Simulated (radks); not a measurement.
# K in [Ar] 4s1: an all-electron calculation

An exercise on one series of results from a longer session: the logs are not shown, and one member is left open.

The numbers are computed with radks (a radial shooting solver on a logarithmic mesh, Libxc functionals) version 1 (Dirac Kohn-Sham, BP86, spin-unpolarised, spherical densities, finite nucleus), except any that are marked as measured or tabulated.

### Starting point

| Property | Result |
| --- | --- |
| element | potassium (Z = 19) |
| charge | 0 |
| electrons | 19 |
| configuration | [Ar] 4s1 |
| nuclear rms radius | 3.4349 fm |

Outer shells as boxes (Hund's rule):

K
```
[Ar] core
4s [↑ ]
```

The first run:

Input:

```text
Z 19
configuration [Ar] 4s1
relativity Dirac
functional b88,p86
spin unpolarised
j_filling energy
nucleus finite rms 3.4349 fm
c 137.035999084
```

On the command line:

```sh
> python run_ks.py task.json out
```

The same process makes all the runs of this session.

One of the session's tables, all rows but one given; the rest of the session is left out.

It belongs to the step «Shells». Sizes of the orbitals, from the radial functions (bohr):

```
level      <r>  outermost maximum (interpolated)  90 % within  nodes
1s1/2  0.08103                            0.0530        0.145      0
2s1/2   0.3875                             0.318        0.604      1
2p1/2        ?                                 ?            ?      ?
2p3/2   0.3513                             0.263        0.581      0
3s1/2    1.268                              1.08         1.91      2
3p1/2    1.430                              1.15         2.23      1
3p3/2    1.439                              1.16         2.25      1
4s1/2    4.965                              4.12         7.52      3
```

**Question.** Estimate the row for 2p1/2.

The run gave: <r>: 0.3489; outermost maximum (interpolated): 0.261; 90 % within: 0.577; nodes: 0. In the column «<r>» it lies between 1s1/2 (0.08103) and 2p3/2 (0.3513).

Limits of these values: Spin polarisation and multiplet splitting are left out.
